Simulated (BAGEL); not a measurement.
# UHF/STO-3G (density fitting with qzvpp-jkfit) run of SiNH2Cl2 (SMILES [NH][SiH](Cl)Cl)

Aim: the vertical doublet–quartet gap of SiNH2Cl2 at UHF/STO-3G (density fitting with qzvpp-jkfit), from 2 runs. 

The results are computed with BAGEL 1.2.2.

7 further runs of the same task are left out: 4 that didn't finish, 3 set aside as unsound or not needed.

**1. The system as given**

SiNH2Cl2: 6 atoms, total charge 0, spin state doublet. As SMILES, `[NH][SiH](Cl)Cl`. Geometry: relaxed at PBE0-D4/def2-TZVP. This is one conformer, not always the lowest.

Bond lengths: N1–Si2 1.734 Å, Si2–Cl3 2.043 Å, Si2–Cl4 2.043 Å, N1–H5 1.023 Å, Si2–H6 1.469 Å. Angles: N1–Si2–Cl3 109.1°, N1–Si2–Cl4 109.2°, Cl3–Si2–Cl4 110.5°, N1–Si2–H6 110.8°, Cl3–Si2–H6 108.6°, Cl4–Si2–H6 108.6°, Si2–N1–H5 113.3°.

**2. A single-point energy at UHF/STO-3G (density fitting with qzvpp-jkfit)**

job.json

```json
{ "bagel": [

{
  "title": "molecule",
  "basis": "sto-3g",
  "df_basis": "qzvpp-jkfit",
  "angstrom": true,
  "geometry": [
    { "atom": "N", "xyz": [       1.403700,      -0.215500,      -0.163600 ] },
    { "atom": "Si", "xyz": [      -0.241000,       0.041900,       0.320800 ] },
    { "atom": "Cl", "xyz": [      -0.912300,       1.791200,      -0.492500 ] },
    { "atom": "Cl", "xyz": [      -1.382400,      -1.527300,      -0.317200 ] },
    { "atom": "H", "xyz": [       1.520600,      -0.288300,      -1.176900 ] },
    { "atom": "H", "xyz": [      -0.346400,       0.133900,       1.783200 ] }
  ]
},

{ "title": "uhf", "nopen": 1 },

{ "title": "print", "file": "orbitals.molden", "orbitals": true }

]}
```

Launch:

```sh
$ BAGEL_NUM_THREADS=1 BAGEL job.json > job.out
```

Standard output:

```text
* using 1 threads per process

  ===============================================================
  ===============================================================

  *** Geometry ***

  { "atom" : "N", "xyz" : [      2.652609,     -0.407236,     -0.309159 ] },
  { "atom" : "Si", "xyz" : [     -0.455424,      0.079180,      0.606224 ] },
  { "atom" : "Cl", "xyz" : [     -1.723997,      3.384877,     -0.930690 ] },
  { "atom" : "Cl", "xyz" : [     -2.612357,     -2.886179,     -0.599421 ] },
  { "atom" : "H", "xyz" : [      2.873518,     -0.544808,     -2.224019 ] },
  { "atom" : "H", "xyz" : [     -0.654601,      0.253034,      3.369760 ] },

  Number of auxiliary basis functions:      497

  Since a DF basis is specified, we compute 2- and 3-index integrals:
    o Being stored without compression. Storage requirement is 0.005 GB

  Number of basis functions:       34
  Number of electrons      :       57

    * METHOD: MOLECULE                             0.18

  *** Open-shell HF ***

  === Nuclear Repulsion ===
   264.8061875089

      * DIIS with orbital gradients will be used.

  === UHF iteration (sto-3g) ===
      0      -1249.67091968          0.02191755           0.07
      1      -1249.74541502          0.00369797           0.07
      2      -1249.74812746          0.00091367           0.07
      3      -1249.74845726          0.00027302           0.07
      4      -1249.74856791          0.00003638           0.07
      5      -1249.74859320          0.00001002           0.07
      6      -1249.74860164          0.00000391           0.07
      7      -1249.74860453          0.00000211           0.07
      8      -1249.74860547          0.00000078           0.07
      9      -1249.74860552          0.00000031           0.07
     10      -1249.74860552          0.00000027           0.07
     11      -1249.74860553          0.00000019           0.07
     12      -1249.74860553          0.00000007           0.07
     13      -1249.74860553          0.00000003           0.07
     14      -1249.74860553          0.00000001           0.07
    * SCF iteration converged.

    * S^2 (UHF) is 0.7581

    * Permanent dipole moment:
           (   -0.486772,     0.057249,    -0.260948) a.u.

    * METHOD: UHF                                  1.11

    * METHOD: PRINT                                0.00

  ===============================================================
```

Wall time 1.5 s (1 thread of Arm Neoverse V2, shared host); peak memory 0.081 GiB.

**3. The quartet, same level**

Edit job.json of step 2 so:

```diff
@@ -6,3 +6,3 @@
   "df_basis": "qzvpp-jkfit",
-  "angstrom": true,
+  "angstrom": "true",
   "geometry": [
@@ -17,5 +17,5 @@
 
-{ "title": "uhf", "nopen": 1 },
+{ "title": "uhf", "nopen": 3 },
 
-{ "title": "print", "file": "orbitals.molden", "orbitals": true }
+{ "title": "print", "file": "orbitals.molden", "orbitals": "true" }
```

Launch:

```sh
$ BAGEL_NUM_THREADS=1 BAGEL job.json > job.out
```

Standard output:

```text
* using 1 threads per process

  ===============================================================
  ===============================================================

  *** Geometry ***

  { "atom" : "N", "xyz" : [      2.652609,     -0.407236,     -0.309159 ] },
  { "atom" : "Si", "xyz" : [     -0.455424,      0.079180,      0.606224 ] },
  { "atom" : "Cl", "xyz" : [     -1.723997,      3.384877,     -0.930690 ] },
  { "atom" : "Cl", "xyz" : [     -2.612357,     -2.886179,     -0.599421 ] },
  { "atom" : "H", "xyz" : [      2.873518,     -0.544808,     -2.224019 ] },
  { "atom" : "H", "xyz" : [     -0.654601,      0.253034,      3.369760 ] },

  Number of auxiliary basis functions:      497

  Since a DF basis is specified, we compute 2- and 3-index integrals:
    o Being stored without compression. Storage requirement is 0.005 GB

  Number of basis functions:       34
  Number of electrons      :       57

    * METHOD: MOLECULE                             0.17

  *** Open-shell HF ***

  === Nuclear Repulsion ===
   264.8061875089

      * DIIS with orbital gradients will be used.

  === UHF iteration (sto-3g) ===
      0      -1249.33841905          0.02156544           0.07
      1      -1249.43523088          0.00584038           0.07
      2      -1249.44615522          0.00193214           0.07
      3      -1249.44925301          0.00109354           0.07
      4      -1249.45153461          0.00055797           0.07
      5      -1249.45257211          0.00030900           0.07
      6      -1249.45304546          0.00018040           0.07
      7      -1249.45312659          0.00007258           0.07
      8      -1249.45315169          0.00004701           0.07
      9      -1249.45315807          0.00001793           0.07
     10      -1249.45315894          0.00000645           0.07
     11      -1249.45315898          0.00000263           0.07
     12      -1249.45315898          0.00000094           0.07
     13      -1249.45315898          0.00000044           0.07
     14      -1249.45315898          0.00000014           0.07
     15      -1249.45315898          0.00000004           0.07
     16      -1249.45315898          0.00000002           0.07
     17      -1249.45315898          0.00000001           0.07
    * SCF iteration converged.

    * S^2 (UHF) is 3.7730

    * Permanent dipole moment:
           (   -2.697820,     0.362257,    -0.342075) a.u.

    * METHOD: UHF                                  1.29

    * METHOD: PRINT                                0.00

  ===============================================================
```

Run time: 1.6 s. Hardware: 1 thread of Arm Neoverse V2, shared host; peak memory 0.081 GiB.

**4. Results**

At UHF/STO-3G (density fitting with qzvpp-jkfit):

| quantity | value |
| --- | --- |
| doublet: total energy | -1249.74861 Eh |
| doublet: dipole moment | 1.41 D |
| doublet: ⟨S²⟩ | 0.758 |
| quartet: total energy | -1249.45316 Eh |
| quartet: dipole moment | 6.97 D |
| quartet: ⟨S²⟩ | 3.773 |
| vertical energy of the quartet above the doublet | 8.040 eV |

In words: At this shape the quartet lies 8.04 eV (776 kJ/mol) above the doublet. In a minimal basis such a difference can be off by several eV, whatever the method.
